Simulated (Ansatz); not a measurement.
**CH₄AlB₂Cl: small, medium and large basis sets**

The task here is to estimate one member of a computed series from the others.

The runs use Ansatz 0.2.0, Gaussian basis; one geometry, several basis sets.

Levels to be run: PBE0-D4/def2-SVP; ωB97M-V/def2-SVP; PBE0-D4/def2-QZVPP; ωB97M-V/def2-QZVPP; the functionals' def2-TZVPP values are taken from earlier runs.

### Structure used throughout

The geometry comes from an earlier relaxation with PBE0-D4 in a triple-zeta def2 set; it is a stationary point, not always the lowest conformer.

SMILES `Cl[B]1B[CH2][AlH]1`, 9 atoms, charge 0, spin multiplicity 1.

Atoms are counted from 1 here; the program's logs count them from 0.

Bond lengths: Cl1–B2 1.721 Å, B2–B3 1.677 Å, B2–Al5 2.106 Å, B3–C4 1.503 Å, B3–H6 1.200 Å, C4–Al5 2.021 Å, C4–H7 1.084 Å, C4–H8 1.127 Å, Al5–H9 1.585 Å. Angles: Cl1–B2–B3 137.6°, Cl1–B2–Al5 146.6°, B3–B2–Al5 75.5°, B2–B3–C4 108.6°, B2–B3–H6 127.4°, C4–B3–H6 120.4°, B3–C4–Al5 81.8°, B3–C4–H7 126.4°, B3–C4–H8 118.8°, Al5–C4–H7 135.4°, Al5–C4–H8 74.2°, H7–C4–H8 109.3°, B2–Al5–C4 77.5°, B2–Al5–H9 159.6°, C4–Al5–H9 122.9°.

Set-up of the first run:

File in.yaml:

```yaml
crystal:
  periodic: [false, false, false]
  atoms:
    - {symbol: Cl, position_ang: [-1.787629, -2.633807, 0.360748]}
    - {symbol: B, position_ang: [-0.850429, -1.190338, 0.371268]}
    - {symbol: B, position_ang: [0.753091, -0.754327, 0.147366]}
    - {symbol: C, position_ang: [0.795455, 0.522769, -0.644227]}
    - {symbol: Al, position_ang: [-0.863073, 0.914042, 0.442925]}
    - {symbol: H, position_ang: [1.698721, -1.092664, 0.803692]}
    - {symbol: H, position_ang: [1.683897, 1.078432, -0.923501]}
    - {symbol: H, position_ang: [-0.021475, 0.725347, -1.393557]}
    - {symbol: H, position_ang: [-1.320059, 2.384247, 0.818285]}
basis:
  gaussian: {orbitals: def2-SVP}
hamiltonian: {xc: pbe0, dispersion: d4}
output: {orbitals: {seedname: orbitals}}
```

The run is started by

```console
> ansatz run in.yaml --threads 2 --pin off --events-out ev --progress --plain --max-ram 4352MiB
```

Steps of the session up to this table: PBE0-D4 in def2-SVP; ωB97M-V in def2-SVP; PBE0-D4 in def2-QZVPP; ωB97M-V in def2-QZVPP.

One of the session's tables, all rows but one given; the rest of the session is left out.

It belongs to the step «Density functionals: the series». 

```
functional       basis  HOMO (eV)  LUMO (eV)
   PBE0-D4    def2-SVP      -6.05      -2.75
   PBE0-D4  def2-TZVPP      -6.12      -2.83
   PBE0-D4  def2-QZVPP      -6.14      -2.85
   ωB97M-V    def2-SVP          ?          ?
   ωB97M-V  def2-TZVPP      -8.13      -0.89
   ωB97M-V  def2-QZVPP      -8.15      -0.93
```

**Question.** Estimate the row for ωB97M-V, def2-SVP.

As computed: HOMO (eV): -8.03; LUMO (eV): -0.76. In the column «HOMO (eV)» it lies between ωB97M-V, def2-TZVPP (-8.13) and PBE0-D4, def2-QZVPP (-6.14).
